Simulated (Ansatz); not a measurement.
I need a comparison of dispersion corrections of B2BrH5OSi, SMILES BBO[SiH2]Br. Use Ansatz 0.2.0 through its Python package. Settings (for the species named): revPBE, def2-SVP basis, multiplicity 1, D3BJ dispersion.

| atom | x (Å) | y (Å) | z (Å) |
| --- | --- | --- | --- |
| B | -0.2375 | -0.9076 | 1.8306 |
| B | -0.2861 | -1.0531 | 0.1677 |
| O | -0.9843 | -0.0707 | -0.7046 |
| Si | 0.3507 | 1.0216 | -1.2268 |
| Br | -0.6407 | 2.5617 | -2.5867 |
| H | -0.7799 | 0.1107 | 2.3015 |
| H | 0.2413 | -1.6792 | 2.5111 |
| H | 0.2143 | -2.0156 | -0.3095 |
| H | 0.8967 | 1.7019 | -0.0263 |
| H | 1.3085 | 0.2791 | -1.9541 |

`disp_b2brh5osi.py`
```python
import ansatz as az

BASIS = "def2-SVP"

geometry_ang = [
    ("B", [-0.2375, -0.9076, 1.8306]),
    ("B", [-0.2861, -1.0531, 0.1677]),
    ("O", [-0.9843, -0.0707, -0.7046]),
    ("Si", [0.3507, 1.0216, -1.2268]),
    ("Br", [-0.6407, 2.5617, -2.5867]),
    ("H", [-0.7799, 0.1107, 2.3015]),
    ("H", [0.2413, -1.6792, 2.5111]),
    ("H", [0.2143, -2.0156, -0.3095]),
    ("H", [0.8967, 1.7019, -0.0263]),
    ("H", [1.3085, 0.2791, -1.9541]),
]
molecule = az.Crystal.molecule()
for symbol, xyz in geometry_ang:
    molecule = molecule.atom(symbol, xyz)

setup = molecule.calculation().basis(gaussian=BASIS)
for name in ["revpbe", "b3lyp"]:
    for correction in ("d3bj", "d4"):
        summary = setup.functional(name, dispersion=correction).run(threads=1, pin="off").report
        print(f"{name:8s} {correction:5s} total {summary['free_energy_ev']:.5f} eV, of which dispersion {1000 * summary['dispersion']['energy']['ev']:.2f} meV")
```

Output of `python disp_b2brh5osi.py`:
```text
revpbe   d3bj  total -81383.41726 eV, of which dispersion -529.26 meV
revpbe   d4    total -81383.50906 eV, of which dispersion -621.06 meV
b3lyp    d3bj  total -81393.77636 eV, of which dispersion -406.63 meV
b3lyp    d4    total -81393.73279 eV, of which dispersion -363.05 meV
```

Total energies depend on the basis set; only differences at equal settings carry meaning. The geometry is a force-field or estimated start, not a minimum of this method, and the basis set is short of its limit. D4 holds the three-body term, and d3bj doesn't. b3lyp holds the VWN-RPA fit, as in Gaussian; the form of ORCA and Turbomole is b3lyp5. The whole script took 16 s on 1 thread of Arm Neoverse V2 (shared host), peak memory 0.32 GiB.
